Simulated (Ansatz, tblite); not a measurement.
# Si(OH)2Cl2 (Cl₂H₂O₂Si): one state, many levels

Aim: run the singlet of Si(OH)2Cl2 (Cl₂H₂O₂Si) at one geometry on many levels, and compare frontier levels, spin and run time.

The runs use Ansatz 0.2.0, Gaussian basis; as each input shows.

Levels to be run: GFN1-xTB, GFN2-xTB, PBE-D4/def2-TZVP, r2SCAN-D4/def2-TZVP, r2SCAN0-D4/def2-TZVP, r2SCANh-D4/def2-TZVP, HF/def2-TZVP, HSE06-D4/def2-TZVP, B2PLYP/def2-TZVP, BLYP-D4/def2-TZVP, B3LYP-D4/def2-TZVP, PBE-D4/def2-SVP, PBE0-D4/def2-SVP, HF/STO-3G, HF/6-31G, B3LYP-D4/6-31G, PBE0-D4/def2-TZVPD, PBE-D4/def2-TZVPD, r2SCAN-D4/def2-TZVPD, CCSD(T)/def2-TZVPP, MP2/def2-TZVP, RPA/def2-TZVP.

## Step 1: The relaxed structure

The geometry is that of the singlet, from an earlier relaxation (r2SCAN-D4/def2-SVP).

7 atoms, charge 0, spin multiplicity 1.

Bond lengths: Si1–O2 1.634 Å, Si1–O4 1.634 Å, Si1–Cl6 2.061 Å, Si1–Cl7 2.061 Å, O2–H3 0.964 Å, O4–H5 0.964 Å. Angles: O2–Si1–O4 106.3°, O2–Si1–Cl6 112.2°, O2–Si1–Cl7 109.7°, O4–Si1–Cl6 109.7°, O4–Si1–Cl7 112.2°, Cl6–Si1–Cl7 106.8°, Si1–O2–H3 117.3°, Si1–O4–H5 117.3°.

PBE0-D4/def2-TZVP was run before; its log isn't repeated, and its numbers join the tables.

## Step 2: GFN1-xTB

Tight binding, by tblite at 300 K electronic temperature and without a spin-polarisation term:

```python
tblite.interface.Calculator('GFN1-xTB', numbers, positions, charge=0, uhf=0).singlepoint()
```

Energy -574.3139 eV, HOMO -12.37 eV, LUMO -4.38 eV; 0.023 s.

## Step 3: GFN2-xTB

Tight binding, by tblite at 300 K electronic temperature and without a spin-polarisation term:

```python
tblite.interface.Calculator('GFN2-xTB', numbers, positions, charge=0, uhf=0).singlepoint()
```

Energy -548.4014 eV, HOMO -11.85 eV, LUMO -4.40 eV; 0.018 s.

## Step 4: PBE-D4/def2-TZVP

start.molden holds the orbitals of an earlier run on this state, given as this run's starting guess.

in.yaml

```yaml
crystal:
  periodic: [false, false, false]
  atoms:
    - {symbol: Si, position_ang: [-0.088167, 0.002023, -0.061735]}
    - {symbol: O, position_ang: [-0.033113, 0.055712, 1.570368]}
    - {symbol: H, position_ang: [-0.808630, -0.257862, 2.049790]}
    - {symbol: O, position_ang: [1.462028, -0.088071, -0.570138]}
    - {symbol: H, position_ang: [1.656775, 0.238510, -1.456150]}
    - {symbol: Cl, position_ang: [-0.986935, 1.672548, -0.866286]}
    - {symbol: Cl, position_ang: [-1.201958, -1.622858, -0.665869]}
basis:
  gaussian: {orbitals: def2-TZVP, initial_orbitals: start.molden}
hamiltonian: {xc: pbe, dispersion: d4}
scf: {omitted_lower_state_checks: [starts]}
output: {orbitals: {seedname: orbitals}}
```

Command:

```
$ ansatz run in.yaml --threads 4 --pin off --events-out ev --progress --plain --max-ram 3916MiB
```

After this run come: r2SCAN-D4/def2-TZVP; r2SCAN0-D4/def2-TZVP; r2SCANh-D4/def2-TZVP; HF/def2-TZVP; HSE06-D4/def2-TZVP; B2PLYP/def2-TZVP; BLYP-D4/def2-TZVP; B3LYP-D4/def2-TZVP; PBE-D4/def2-SVP; PBE0-D4/def2-SVP; HF/STO-3G; HF/6-31G; B3LYP-D4/6-31G; PBE0-D4/def2-TZVPD; PBE-D4/def2-TZVPD; r2SCAN-D4/def2-TZVPD; CCSD(T)/def2-TZVPP; MP2/def2-TZVP; RPA/def2-TZVP.

**Question.** What will the summary of the whole plan be? Wanted: gap in def2-TZVP, named functionals and Hartree-Fock, smallest and largest; correlation energy, CCSD(T)/def2-TZVPP; correlation energy, MP2/def2-TZVP; binding an atom, CCSD(T)/def2-TZVPP; PBE0 total energy, smallest basis above largest.

**Answer**, as computed:

| quantity | value |
| --- | --- |
| gap in def2-TZVP, named functionals and Hartree-Fock, smallest and largest | 6.71 eV (BLYP-D4), 15.88 eV (HF) |
| correlation energy, CCSD(T)/def2-TZVPP | -28.42 eV |
| correlation energy, MP2/def2-TZVP | -25.98 eV |
| binding an atom, CCSD(T)/def2-TZVPP | 3.857 eV |
| PBE0 total energy, smallest basis above largest | 17.01 eV (def2-SVP, def2-TZVPD) |

Over the named functionals and Hartree-Fock in def2-TZVP the gap runs from 6.71 eV (BLYP-D4) to 15.88 eV (HF); exact exchange widens it. A small miss in a minimal or small basis is a cancelling of errors, not accuracy. The functionals in def2-TZVP miss CCSD(T)/def2-TZVPP by +0.032 (r2SCAN0-D4) to +0.169 eV (PBE-D4) an atom. CCSD(T)/def2-TZVPP isn't at the basis-set limit; small misses against it rank nothing.
